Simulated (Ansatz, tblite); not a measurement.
**1x4x4 NaCl rock-salt block (Na8Cl8): a ladder of methods and basis sets**

An exercise on one series of results from a longer session: the logs are not shown, and one member is left open.

The runs use Ansatz 0.2.0, Gaussian basis; as each input shows.

Levels to be run: GFN1-xTB, GFN2-xTB, PBE-D4/def2-SVP, r2SCAN-D4/def2-SVP, HF/STO-3G, HF/6-31G, B3LYP-D4/6-31G, MP2/def2-SVP.

4 further runs of the same task are left out: 4 that didn't finish. Runs told in other sessions of the task aren't counted.

**The geometry**

The singlet was relaxed beforehand with r2SCAN-D4/def2-SVP.

16 atoms, charge 0, spin multiplicity 1.

Bond lengths: Na1–Cl2 2.521 Å, Na1–Cl5 2.520 Å, Cl2–Na3 2.614 Å, Cl2–Na6 2.709 Å, Na3–Cl4 2.523 Å, Na3–Cl7 2.726 Å, Cl4–Na8 2.523 Å, Cl5–Na6 2.710 Å, Cl5–Na9 2.613 Å, Na6–Cl7 2.661 Å, Na6–Cl10 2.662 Å, Cl7–Na8 2.723 Å, Cl7–Na11 2.662 Å, Na8–Cl12 2.613 Å, Na9–Cl10 2.723 Å, Na9–Cl13 2.523 Å, Cl10–Na11 2.661 Å, Cl10–Na14 2.726 Å and more. Angles: Cl2–Na1–Cl5 103.2°, Na1–Cl2–Na3 156.7°, Na1–Cl2–Na6 81.6°, Na3–Cl2–Na6 86.1°, Cl2–Na3–Cl4 157.3°, Cl2–Na3–Cl7 94.1°, Cl4–Na3–Cl7 95.8°, Na3–Cl4–Na8 87.8°, Na1–Cl5–Na6 81.6°, Na1–Cl5–Na9 157.1°, Na6–Cl5–Na9 86.0°, Cl2–Na6–Cl5 93.6°, Cl2–Na6–Cl7 93.4°, Cl2–Na6–Cl10 150.8°, Cl5–Na6–Cl7 150.0°, Cl5–Na6–Cl10 93.5°, Cl7–Na6–Cl10 94.4°, Na3–Cl7–Na6 84.9° and more.

PBE0-D4/def2-SVP was run before; its log isn't repeated, and its numbers join the tables.

The first run:

Tight binding, by tblite at 300 K electronic temperature and without a spin-polarisation term:

```python
tblite.interface.Calculator('GFN1-xTB', numbers, positions, charge=0, uhf=0).singlepoint()
```

Tight binding, by tblite at 300 K electronic temperature and without a spin-polarisation term:

```python
tblite.interface.Calculator('GFN2-xTB', numbers, positions, charge=0, uhf=0).singlepoint()
```

start.molden holds the orbitals of an earlier run on this state, given as this run's starting guess.

Contents of in.yaml:

```yaml
crystal:
  periodic: [false, false, false]
  atoms:
    - {symbol: Na, position_ang: [-0.002020, -3.698623, -3.696288]}
    - {symbol: Cl, position_ang: [-0.392500, -3.961235, -1.220082]}
    - {symbol: Na, position_ang: [0.170679, -3.807976, 1.328195]}
    - {symbol: Cl, position_ang: [-0.267712, -3.813530, 3.812512]}
    - {symbol: Cl, position_ang: [0.379427, -1.220972, -3.958185]}
    - {symbol: Na, position_ang: [-0.012726, -1.279223, -1.277140]}
    - {symbol: Cl, position_ang: [0.966292, -1.204288, 1.196340]}
    - {symbol: Na, position_ang: [0.167147, -1.328592, 3.796668]}
    - {symbol: Na, position_ang: [-0.167054, 1.328871, -3.796773]}
    - {symbol: Cl, position_ang: [-0.967051, 1.204390, -1.196502]}
    - {symbol: Na, position_ang: [0.011632, 1.279281, 1.277017]}
    - {symbol: Cl, position_ang: [-0.379565, 1.220989, 3.958498]}
    - {symbol: Cl, position_ang: [0.268251, 3.813689, -3.812450]}
    - {symbol: Na, position_ang: [-0.170860, 3.807977, -1.328308]}
    - {symbol: Cl, position_ang: [0.392552, 3.960867, 1.220045]}
    - {symbol: Na, position_ang: [0.003527, 3.698354, 3.696465]}
basis:
  gaussian: {orbitals: def2-SVP, initial_orbitals: start.molden}
hamiltonian: {xc: pbe, dispersion: d4}
scf: {omitted_lower_state_checks: [starts]}
output: {forces: true, orbitals: {seedname: orbitals}}
```

Command:

```sh
$ ansatz run in.yaml --threads 4 --pin off --events-out ev --progress --plain --max-ram 6963MiB
```

Among the steps run: PBE-D4/def2-SVP; r2SCAN-D4/def2-SVP; HF/STO-3G; HF/6-31G; B3LYP-D4/6-31G; MP2/def2-SVP.

One of the session's tables, all rows but one given; the rest of the session is left out.

It belongs to the step «Levels side by side». 

| level | HOMO (eV) | LUMO (eV) | gap (eV) |
| --- | --- | --- | --- |
| HF/STO-3G | -6.46 | 11.30 | 17.75 |
| HF/6-31G | -10.26 | -0.01 | 10.25 |
| PBE-D4/def2-SVP | -5.47 | -1.80 | 3.67 |
| r2SCAN-D4/def2-SVP | ? | ? | ? |
| B3LYP-D4/6-31G | -6.74 | -1.68 | 5.06 |
| PBE0-D4/def2-SVP | -6.83 | -1.22 | 5.61 |

**Question.** Estimate the row for r2SCAN-D4/def2-SVP.

**Answer.** HOMO (eV): -5.78; LUMO (eV): -1.11; gap (eV): 4.67. In the column «HOMO (eV)» it lies between HF/STO-3G (-6.46) and PBE-D4/def2-SVP (-5.47).
